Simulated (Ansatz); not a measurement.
I need a comparison of dispersion corrections of C2H9AlSi2, SMILES [SiH3][SiH2][CH]1[CH2][AlH]1. Use Ansatz's Python interface. Level of theory (for the species named): r2SCAN, def2-SVP basis, multiplicity 1, D3BJ dispersion.

| atom | x (Å) | y (Å) | z (Å) |
| --- | --- | --- | --- |
| Si | -2.1252 | -0.1103 | -1.1161 |
| Si | -0.3507 | -1.0608 | -0.3175 |
| C | 0.4342 | 0.0878 | 0.9085 |
| C | 1.3820 | 1.2080 | 0.2997 |
| Al | 2.4166 | -0.2396 | 1.1210 |
| H | -1.7886 | 1.2075 | -1.7876 |
| H | -3.0745 | 0.2250 | -0.0203 |
| H | -2.7850 | -0.9379 | -2.1082 |
| H | 0.5809 | -1.3327 | -1.3812 |
| H | -0.7216 | -2.3106 | 0.3752 |
| H | -0.1182 | 0.3857 | 1.8443 |
| H | 1.3363 | 1.2424 | -0.7899 |
| H | 1.2188 | 2.1826 | 0.8452 |
| H | 3.5820 | -0.5763 | 2.1557 |

The script, `c2h9alsi2_disp.py`:
```python
'''Size of D3 and D4 in C2H9AlSi2.'''

import ansatz

config = {
    'basis': 'def2-SVP',
}


def main() -> None:
    c2h9alsi2 = (
        ansatz.Crystal.molecule()
        .atom('Si', (-2.1252, -0.1103, -1.1161))
        .atom('Si', (-0.3507, -1.0608, -0.3175))
        .atom('C', (0.4342, 0.0878, 0.9085))
        .atom('C', (1.382, 1.208, 0.2997))
        .atom('Al', (2.4166, -0.2396, 1.121))
        .atom('H', (-1.7886, 1.2075, -1.7876))
        .atom('H', (-3.0745, 0.225, -0.0203))
        .atom('H', (-2.785, -0.9379, -2.1082))
        .atom('H', (0.5809, -1.3327, -1.3812))
        .atom('H', (-0.7216, -2.3106, 0.3752))
        .atom('H', (-0.1182, 0.3857, 1.8443))
        .atom('H', (1.3363, 1.2424, -0.7899))
        .atom('H', (1.2188, 2.1826, 0.8452))
        .atom('H', (3.582, -0.5763, 2.1557))
    )

    model = c2h9alsi2.calculation().basis(gaussian=config['basis'])
    for name in ['r2scan', 'blyp']:
        for correction in ('d3bj', 'd4'):
            r = model.functional(name, dispersion=correction).run(threads=1).report
            print(f'{name:8s} {correction:5s} total {r["free_energy_ev"]:.5f} eV, of which dispersion {1000 * r["dispersion"]["energy"]["ev"]:.2f} meV')


if __name__ == '__main__':
    main()
```

```console
$ python c2h9alsi2_disp.py
DeckWarning: the engine holds no damping parameters fitted to this dispersion correction and functional, so the run takes those fitted to r2scan beside the three-body term, which d3bj leaves out (hamiltonian.dispersion, under Limitations)
r2scan   d3bj  total -24558.19298 eV, of which dispersion -106.27 meV
r2scan   d4    total -24558.17667 eV, of which dispersion -89.96 meV
blyp     d3bj  total -24560.35460 eV, of which dispersion -796.25 meV
blyp     d4    total -24560.33260 eV, of which dispersion -774.25 meV
```
(Warnings from the package without file and line.)

Notes:
- Total energies depend on the basis set; only differences at equal settings carry meaning.
- The geometry is a force-field or estimated start, not a minimum of this method, and the basis set is short of its limit. D4 holds the three-body term, and d3bj doesn't.
- A dispersion term here runs with damping parameters fitted for another variant or functional.
- Finished in 52 s on 1 thread of Arm Neoverse N1, on a shared host, peak memory 0.26 GiB.
